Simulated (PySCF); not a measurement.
# C2H8OSi2: the cost of one run

Programs: PySCF 2.14.0, with density-fitted response routines of our own. Each step states its level of theory. These are calculated values for one molecule in the gas phase, unless marked as measured. Atoms count from 0, in the outputs and in this text.

## (1) The starting structure

13 atoms, charge 0, multiplicity 1; geometry from: GFN2-xTB. The atoms were then displaced at random by about 0.01 Å, so the start is not that level's minimum.

Bonds of the start (Å): C0–C1 1.51, C1–Si2 1.90, Si2–O3 1.62, O3–Si4 1.67, Si4–C0 1.92, C0–H5 1.11, C0–H6 1.09, C1–H7 1.09, C1–H8 1.09, Si2–H9 1.46, Si2–H10 1.48, Si4–H11 1.47, Si4–H12 1.47.

## (2) Relaxing the molecule at PBE0-D3(BJ)/def2-SVP

What the job is given:

```
{"job": {"xc": "PBE0", "basis": "def2-SVP", "d3": "d3bj", "grid": 1, "shake": 0.01, "kind": "geom"}, "charge": 0, "multiplicity": 1}
C     -1.162060    -0.371210     0.106150
C      0.039800    -1.219050    -0.222950
Si     1.581940    -0.198730     0.203260
O      0.977800     1.304280     0.111700
Si    -0.671190     1.473800    -0.126130
H     -2.043070    -0.640060    -0.504810
H     -1.460220    -0.511810     1.143390
H      0.069770    -1.427700    -1.296000
H     -0.018830    -2.171930     0.306440
H      2.651470    -0.256150    -0.785410
H      2.065200    -0.377690     1.590720
H     -1.139700     2.372170     0.941270
H     -0.885070     2.007200    -1.477950
```

Command:

```bash
$ OMP_NUM_THREADS=1 python probes_run.py task.json out
```

The driver reads the jobs from task.json and runs them one after another.

Q: Estimate the wall time and peak memory of this first job on 1 thread of Arm Neoverse V1, shared host.

About 47 s, with a peak of 0.5 GiB.
